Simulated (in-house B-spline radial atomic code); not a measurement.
# I⁵⁺: ionisation energy by several methods

The task here is to estimate one member of a computed series from the others.

Program: in-house B-spline radial atomic code version 1. Level of theory: scalar-relativistic (X2C), several functionals, spin-polarised; spherical all-electron atom at the radial basis limit. These are calculated values, not measurements, unless marked.

## What is computed

* element: iodine (Z = 53)
* charge: +5
* electrons: 48
* configuration: [Kr] 4d10 5s2
* nucleus: Fermi, rms radius 4.750 fm

Outer shells as boxes (Hund's rule):

[Kr] 4d10 5s2
```
[Kr] core
4d [↑↓][↑↓][↑↓][↑↓][↑↓]
5s [↑↓]
```

Where spins are not typed, each open shell is filled with up spins first.

Set-up of the first run:

Input settings:

```ini
Z = 53
electrons = 48.0
configuration = [Kr] 4d10 5s2
hamiltonian = x2c
method = b3lyp
spin_polarised = True
nucleus = fermi
rms_radius = 4.75
mass_number = 127
atomic_mass = 126.904472592
speed_of_light = 137.035999084
```

The run is started by

```console
python run_scf.py task.json out
```

The settings of every run stand in task.json; they run in order.

Steps of the session up to this table: B3LYP, a global hybrid; LC-ωPBE, a range-separated hybrid; B97-1, a global hybrid; r2SCAN0, a global hybrid; ωB97X, a range-separated hybrid; CAM-B3LYP, a range-separated hybrid.

One of the session's tables, all rows but one given; the rest of the session is left out.

| method | ΔSCF (eV) |
| --- | --- |
| B3LYP | ? |
| B97-1 | 74.796 |
| r2SCAN0 | 74.061 |
| LC-ωPBE | 74.505 |
| ωB97X | 74.427 |
| CAM-B3LYP | 74.948 |

Estimate the missing values for B3LYP.

**Answer.** ΔSCF (eV): 74.994. In the column «ΔSCF (eV)» it is the highest.
